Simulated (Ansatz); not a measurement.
# F2H2OSeZr: up Jacob's ladder to CCSD(T)

The task here is to estimate one member of a computed series from the others.

The runs use Ansatz 0.2.0, Gaussian basis; functionals in def2-TZVPP, the program's frozen cores in correlated methods.

Levels to be run: LDA (SPW92), PBE-D4, revPBE-D4, BLYP-D4, r2SCAN-D4, B97M-V, PBE0-D4, B3LYP-D4, r2SCANh-D4, r2SCAN0-D4, HSE06-D4, BHLYP-D4, CAM-B3LYP-D4, LC-ωPBE, ωB97X-V, ωB97M-V, B2PLYP, PBE-QIDH; CCSD(T)/def2-SVP; CCSD(T)/def2-TZVPP; MP2/def2-QZVPP; extrapolation to the limit; RPA on PBE.

## Structure used throughout

An earlier PBE0-D4 in a triple-zeta def2 set relaxation fixed the geometry. Zr takes the def2 core potential; no spin-orbit term is included.

SMILES `[OH][Zr]([F])([F])[SeH]`, 7 atoms, charge 0, spin multiplicity 1.

Atoms are counted from 1 here; the program's logs count them from 0.

Bond lengths: O1–Zr2 1.895 Å, O1–H6 0.954 Å, Zr2–F3 1.899 Å, Zr2–F4 1.899 Å, Zr2–Se5 2.596 Å, Se5–H7 1.472 Å. Angles: Zr2–O1–H6 168.4°, O1–Zr2–F3 111.4°, O1–Zr2–F4 111.5°, O1–Zr2–Se5 107.6°, F3–Zr2–F4 107.0°, F3–Zr2–Se5 109.7°, F4–Zr2–Se5 109.6°, Zr2–Se5–H7 88.2°.

As a file:

```xyz
7
charge 0, multiplicity 1
O    -1.13443    0.38361    0.91279
Zr    0.16159   -0.65482    0.00107
F     1.34163   -1.51374    1.21545
F    -0.64947   -2.01674   -1.04402
Se    1.50583    0.94458   -1.54055
H    -1.83585    0.73881    1.45252
H     0.67189    2.05030   -1.04296
```

The first run:

The input, in.yaml:

```yaml
crystal:
  periodic: [false, false, false]
  atoms:
    - {symbol: O, position_ang: [-1.134425, 0.383613, 0.912794]}
    - {symbol: Zr, position_ang: [0.161587, -0.654824, 0.001068]}
    - {symbol: F, position_ang: [1.341629, -1.513739, 1.215449]}
    - {symbol: F, position_ang: [-0.649466, -2.016742, -1.044023]}
    - {symbol: Se, position_ang: [1.505834, 0.944583, -1.540552]}
    - {symbol: H, position_ang: [-1.835849, 0.738805, 1.452522]}
    - {symbol: H, position_ang: [0.671889, 2.050303, -1.042958]}
basis:
  gaussian: {orbitals: def2-TZVPP}
hamiltonian: {xc: lda}
output: {orbitals: {seedname: orbitals}}
```

Among the steps run: LDA; PBE-D4 (GGA); revPBE-D4 (GGA); BLYP-D4 (GGA); r2SCAN-D4 (meta-GGA); B97M-V (meta-GGA); PBE0-D4 (hybrid); B3LYP-D4 (hybrid); r2SCANh-D4 (hybrid); r2SCAN0-D4 (hybrid); HSE06-D4 (hybrid); BHLYP-D4 (hybrid); CAM-B3LYP-D4 (range-separated); LC-ωPBE-D4 (range-separated; the results give it without D4); ωB97X-V (range-separated); ωB97M-V (range-separated); B2PLYP (double hybrid); PBE-QIDH (double hybrid).

One table of the session follows, with a row left open; its other results are not shown here.

It belongs to the step «Orbital energies across the functionals». 

| functional | HOMO (eV) | gap (eV) |
| --- | --- | --- |
| LDA (SPW92) | -6.34 | 3.85 |
| PBE-D4 | -6.16 | 3.91 |
| revPBE-D4 | -6.09 | 3.94 |
| BLYP-D4 | ? | ? |
| r2SCAN-D4 | -6.44 | 4.37 |
| B97M-V | -6.46 | 4.39 |
| PBE0-D4 | -7.31 | 5.88 |
| B3LYP-D4 | -7.07 | 5.40 |
| r2SCANh-D4 | -6.86 | 5.09 |
| r2SCAN0-D4 | -7.50 | 6.18 |
| HSE06-D4 | -6.91 | 5.11 |
| BHLYP-D4 | -8.28 | 7.75 |
| CAM-B3LYP-D4 | -8.54 | 8.17 |
| LC-ωPBE | -9.86 | 10.70 |
| ωB97X-V | -9.53 | 10.23 |
| ωB97M-V | -9.40 | 9.74 |

Q: Estimate the row for BLYP-D4 from the others.

Worked estimate for «HOMO (eV)». Against the share of exact exchange, B3LYP-D4 (0.2, -7.07), BHLYP-D4 (0.5, -8.28) give a slope of -4.03 per unit share; at 0 the line stands at -6.26.

The run gave: HOMO (eV): -5.99; gap (eV): 3.84. In «HOMO (eV)» the line misses by -0.27.
